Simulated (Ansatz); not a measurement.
Runs of Ansatz 0.2.0 on NiMoIrPdW. Symmetry: I4mm, No. 107, tetragonal system. Conventional cell: a = 2.740 Å, b = 2.740 Å, c = 19.433 Å, α = 90.00°, β = 90.00°, γ = 90.00°. Ni (site symmetry 4mm) is surrounded by 4 Mo at 2.60 Å and 4 Pd at 2.67 Å and 4 Ni at 2.74 Å. Mo (site symmetry 4mm) has 4 Ni at 2.60 Å and 4 Mo at 2.74 Å and 4 W at 2.94 Å as nearest neighbours. Pd (site symmetry 4mm) has 4 Ni at 2.67 Å and 4 Pd at 2.74 Å and 4 Ir at 2.83 Å as nearest neighbours. Ir (site symmetry 4mm) has 4 W at 2.69 Å and 4 Ir at 2.74 Å and 4 Pd at 2.83 Å as nearest neighbours. Around W (site symmetry 4mm) lie 4 Ir at 2.69 Å and 4 W at 2.74 Å and 4 Mo at 2.94 Å. The cell was built by a generator and needn't be a form met in nature.

```tsv
task	level	cell	k mesh	cutoff (eV)	points for each segment of the path	gap on the mesh (eV)	pressure (GPa)	moment (μB)	relaxed volume (Å³/atom)	largest force (eV/Å)
band structure	r2SCAN	as given	13 × 13 × 13	500	14	none	-5.5	0.00	-	0.24
relaxation of cell and atoms	PBEsol	relaxed	10 × 10 × 10	420	-	none	0.0	0.00	(b)	-
relaxation of cell and atoms	LDA	relaxed	10 × 10 × 10	420	-	none	0.0	0.00	13.76	-
relaxation of cell and atoms	r2SCAN	relaxed	10 × 10 × 10	500	-	none	0.0	0.00	(a)	-
band structure	LDA	as given	13 × 13 × 13	420	14	none	(c)	0.00	-	0.26
band structure	PBEsol	as given	13 × 13 × 13	420	14	none	-9.2	0.00	-	0.16
```

Alike in all rows: potentials or basis Ansatz PAW; spin collinear, ferromagnetic start; smearing fermi-dirac 0.05 eV.

Question: Fill in the values left out.

Answer: (a) 14.28; (b) 14.06; (c) -14.7.

Caveats: the PAW data sets come from PBE, with cores solved anew for the run's functional, which leaves a small shift of forces and pressure; the starting moments weren't kept; spin-orbit coupling is left out, which moves the levels of the heavy elements (some runs); the plane-wave basis is chosen anew once the cell has moved, so the energies of steps on either side of that aren't comparable (some runs); the magnetic or orbital state may not be the lowest (some runs).

A k mesh can miss the band edges, and the runs leave out spin-orbit coupling on Ir, Mo, Pd, W.

A gap of «none» marks a metal or a gap under the smearing width.

Runs at the PBE level aren't shown here.
